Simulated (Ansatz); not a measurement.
# CH3SZn: relaxed scan of one distance

Aim: a relaxed scan of one distance, for CH3SZn, run from a script.

Computed with Ansatz 0.2.0, driven from Python. Level of theory: Hartree-Fock/def2-SVP.

### Step 1. The system

Bond lengths: C1–S2 1.753 Å, S2–Zn3 1.899 Å, C1–H4 1.077 Å, C1–H5 1.118 Å, C1–H6 1.157 Å. Angles: C1–S2–Zn3 149.0°, S2–C1–H4 111.7°, S2–C1–H5 113.8°, S2–C1–H6 112.1°, H4–C1–H5 105.1°, H4–C1–H6 106.3°, H5–C1–H6 107.3°.

The script holds or builds the structure itself.

### Step 2. The script

Contents of relaxed_scan_ch3szn.py:

```python
"""Relaxed scan of one distance in CH3SZn."""

import ansatz
from ase import Atoms
import numpy as np

params = {
    "basis": "def2-SVP",
    "functional": "hf",
}

atoms = Atoms(["C", "S", "Zn", "H", "H", "H"], positions=[
    (-0.3928, 0.3775, -0.3657),
    (0.3649, -0.9569, 0.4814),
    (1.8133, -1.6131, 1.5193),
    (-1.3143, 0.0783, -0.8371),
    (0.2319, 0.8011, -1.1898),
    (-0.6609, 1.2491, 0.3458),
])
molecule = ansatz.Crystal.molecule_from_ase(atoms)

model = (
    molecule.calculation()
    .basis(gaussian=params["basis"])
    .functional(params["functional"])
    .spin("collinear", total=1)
)
symbols = [site.symbol for site in molecule.cartesian_sites]
pairs = [(0, 1), (0, 3), (0, 4), (0, 5), (1, 2)]
print("held (A)   E (eV)        ", "  ".join(f"{symbols[i]}{i}-{symbols[j]}{j}" for i, j in pairs))
for length in [1.03, 1.12, 1.21, 1.34, 1.51]:
    data = model.relax(constraints=[ansatz.DistanceConstraint((0, 4), at=length)], force_tolerance=0.02, max_steps=60).run().report
    xyz = np.array(data["positions_ang"])
    print(f"{length:6.2f} {data['free_energy_ev']:14.5f}  ", "  ".join(f"{np.linalg.norm(xyz[i] - xyz[j]):.3f}" for i, j in pairs))
```

### Step 3. The input behind the calls

The engine receives this input (first run):

```yaml
crystal:
  periodic: [false, false, false]
  atoms:
    - { symbol: C, position_ang: [-0.3928, 0.3775, -0.3657] }
    - { symbol: S, position_ang: [0.3649, -0.9569, 0.4814] }
    - { symbol: Zn, position_ang: [1.8133, -1.6131, 1.5193] }
    - { symbol: H, position_ang: [-1.3143, 0.0783, -0.8371] }
    - { symbol: H, position_ang: [0.2319, 0.8011, -1.1898] }
    - { symbol: H, position_ang: [-0.6609, 1.2491, 0.3458] }
basis:
  gaussian:
    orbitals: def2-SVP
hamiltonian:
  xc: hf
magnetization:
  spin_polarized: true
  initial_magnetization: 1.0
relax:
  f_tol: 0.02
  max_steps: 60
  constraints:
    - { distance: [0, 4], at: 1.03 }
```

### Step 4. The run

The run is started by

```console
python relaxed_scan_ch3szn.py
```

Standard output:

```text
held (A)   E (eV)         C0-S1  C0-H3  C0-H4  C0-H5  S1-Zn2
DeckWarning: relax.constraints: the input's atoms, or those drawn, lie off the distances that are held; a relaxation that starts there is brought onto them ahead of its first SCF, by positions alone, an atom by 4.38e-2 Å at the most. With the symmetry [...]
  1.03   -60260.83132   1.835  1.089  1.030  1.089  2.285
  1.12   -60260.88611   1.831  1.089  1.120  1.089  2.286
  1.21   -60260.69267   1.826  1.088  1.210  1.089  2.287
  1.34   -60260.18328   1.818  1.087  1.340  1.088  2.289
  1.51   -60259.36562   1.806  1.086  1.510  1.086  2.293
```

(Warnings from the package without file and line, shortened, repeats left out.)

Wall time 86 s (1 thread of INTEL XEON PLATINUM 8581C at 2.10GHz (Emerald Rapids), shared host); peak memory 0.29 GiB.

### Step 5. Run by run

One row for each of the 5 runs:

| run | distance (Å) | energy from run 2 (eV) | <S²> | SCF cycles in all | CPU time (s) |
| --- | --- | --- | --- | --- | --- |
| 1 | 1.03 | 0.0548 | 0.76 | 82 | 15 |
| 2 | 1.12 | 0.0000 | 0.76 | 84 | 15 |
| 3 | 1.21 | 0.1934 | 0.76 | 85 | 18 |
| 4 | 1.34 | 0.7028 | 0.76 | 85 | 16 |
| 5 | 1.51 | 1.5205 | 0.76 | 165 | 22 |

### Step 6. How the relaxation of run 1 went

The steps of the relaxation:

```
step  energy from step 1 (eV)  largest force component (eV/Å)
   1                   0.0000                          5.5975
   2                  -1.1717                          1.5227
   3                  -1.5047                          0.4305
   4                  -1.6596                          0.4043
   5                  -1.6850                          0.2370
   6                  -1.7020                          0.1908
   7                  -1.7318                          0.1163
   8                  -1.7322                          0.0233
   9                  -1.7323                          0.0038
```

Step 1 is the start.

Before: Bond lengths: C1–S2 1.753 Å, S2–Zn3 1.899 Å, C1–H4 1.077 Å, C1–H5 1.118 Å, C1–H6 1.157 Å. Angles: C1–S2–Zn3 149.0°, S2–C1–H4 111.7°, S2–C1–H5 113.8°, S2–C1–H6 112.1°, H4–C1–H5 105.1°, H4–C1–H6 106.3°, H5–C1–H6 107.3°.

After: Bond lengths: C1–S2 1.835 Å, S2–Zn3 2.285 Å, C1–H4 1.089 Å, C1–H5 1.030 Å, C1–H6 1.089 Å. Angles: C1–S2–Zn3 102.2°, S2–C1–H4 106.9°, S2–C1–H5 111.6°, S2–C1–H6 111.7°, H4–C1–H5 108.6°, H4–C1–H6 107.9°, H5–C1–H6 109.9°.

### Step 7. The relaxation of run 5, step by step

The steps of the relaxation:

| step | energy from step 1 (eV) | largest force component (eV/Å) |
| --- | --- | --- |
| 1 | 0.0000 | 5.4859 |
| 2 | -1.1715 | 2.0907 |
| 3 | -1.6651 | 1.3254 |
| 4 | -1.8859 | 0.5513 |
| 5 | -1.9883 | 0.3375 |
| 6 | -2.0208 | 0.3003 |
| 7 | -2.0273 | 0.1001 |
| 8 | -2.0309 | 0.0731 |
| 9 | -2.0177 | 0.2562 |
| 10 | -2.0334 | 0.0332 |
| 11 | -2.0345 | 0.0379 |
| 12 | -2.0347 | 0.0185 |

Step 1 is the start. Step 9 was tried and not accepted.

Before: Bond lengths: C1–S2 1.753 Å, S2–Zn3 1.899 Å, C1–H4 1.077 Å, C1–H5 1.118 Å, C1–H6 1.157 Å. Angles: C1–S2–Zn3 149.0°, S2–C1–H4 111.7°, S2–C1–H5 113.8°, S2–C1–H6 112.1°, H4–C1–H5 105.1°, H4–C1–H6 106.3°, H5–C1–H6 107.3°.

After: Bond lengths: C1–S2 1.806 Å, S2–Zn3 2.293 Å, C1–H4 1.086 Å, C1–H6 1.086 Å. Angles: C1–S2–Zn3 100.7°, S2–C1–H4 110.2°, S2–C1–H6 114.3°, H4–C1–H6 110.8°.

### Step 8. Outcome

| quantity | value |
| --- | --- |
| runs compared | 5 |
| range of energy | 1.520 eV |
| lowest point, distance (Å) | 1.12 |

The lowest point, at 1.12, lies inside the range. The ends stand 0.0548 and 1.52 eV above it. The distance scanned is the script's pair 0, 4. Run 1: After 8 moves the largest shift is 0.619 Å, of atom 2 (S). Run 5: After 10 moves the largest shift is 0.664 Å, of atom 2 (S). Reading the output:
- The energies are electronic: no zero-point or thermal terms, and the basis set is short of its limit.
- The species is open-shell (spin multiplicity 2).
